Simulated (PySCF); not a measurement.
Molecule: FMgH, in a box.

```
CELL_PARAMETERS angstrom
12.00000 0.00000 0.00000
0.00000 11.00000 0.00000
0.00000 0.00000 11.00000
ATOMIC_POSITIONS crystal
F 0.38726 0.57541 0.44252
Mg 0.50335 0.50045 0.50430
H 0.61491 0.42841 0.56366
```

Base run:

| Quantity | Value |
| --- | --- |
| Program | PySCF 2.14.0 |
| Functional | X3LYP |
| Dispersion | D3(BJ) |
| Potentials or basis | pob-tzvp-rev2 (all-electron) |
| k mesh | 1 × 1 × 1 |
| Occupations | fixed |
| Spin | no spin polarisation |

Its results: gap between the frontier levels 8.48 eV.

Q: After a change of settings the same cell gave: gap between the frontier levels 8.17 eV. Which change was it?
A. functional from X3LYP to B3LYP5; dispersion from D3(BJ) to D3(BJM)
B. functional from X3LYP to PBE; dispersion from D3(BJ) to none
C. functional from X3LYP to HSE06
D. functional from X3LYP to TM; dispersion from D3(BJ) to none

A: C.

Caveats: this is a molecule in a periodic box at the Γ point, so its band gap is the HOMO-LUMO gap; the basis of atomic orbitals isn't converged, which shifts pressures, moduli and gaps; this program's HSE differs a little from the usual definition (some runs).
